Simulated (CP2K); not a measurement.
**HfB under changes of volume**

One of the cells (12.326 Å³/atom); the others are scaled copies at fixed shape and fractional positions:

```xyz
2
Lattice="3.2668 0.0000 0.0000 1.6334 2.8292 0.0000 1.6334 0.9431 2.6674" Properties=species:S:1:pos:R:3 pbc="T T T"
Hf    3.2668    1.8861    1.3337
B     0.0000    0.0000    0.0000
```

```yaml
Program: CP2K 2026.2
Functional: PBEsol
Potentials_or_basis: POTENTIAL_UZH Hf GTH-PBE-q12, B GTH-PBE-q3; TZVP-MOLOPT-PBE-GTH basis
Density_cutoff: 6123 eV
k_mesh: 10 × 10 × 10
Occupations: fermi-dirac, width 0.05 eV
Spin: no spin polarisation
```

```tsv
volume (Å³/atom)	energy over the lowest point (meV/atom)	pressure (GPa)
11.587	235.10	43.3
11.833	173.89	36.6
12.080	122.57	30.5
12.326	80.27	24.9
12.573	46.20	19.8
12.819	?	?
13.066	0.00	10.8
```

Question: What does the run at 12.819 Å³/atom give?

Answer: Energy over the lowest point 19.66 meV/atom; pressure 15.1 GPa.

Worked out: A Birch-Murnaghan fit of order 3 (a polynomial in V^(-2/3)) to the other rows has no minimum within the range. It gives 19.72 meV/atom at 12.819 Å³/atom, against the run's 19.66, and -dE/dV = 15.0 GPa, against 15.1.

Energies are extrapolated to zero smearing.

Caveats: the potentials were made for another functional, which shifts forces and pressure; the basis of atomic orbitals isn't converged, which shifts pressures, moduli and gaps.
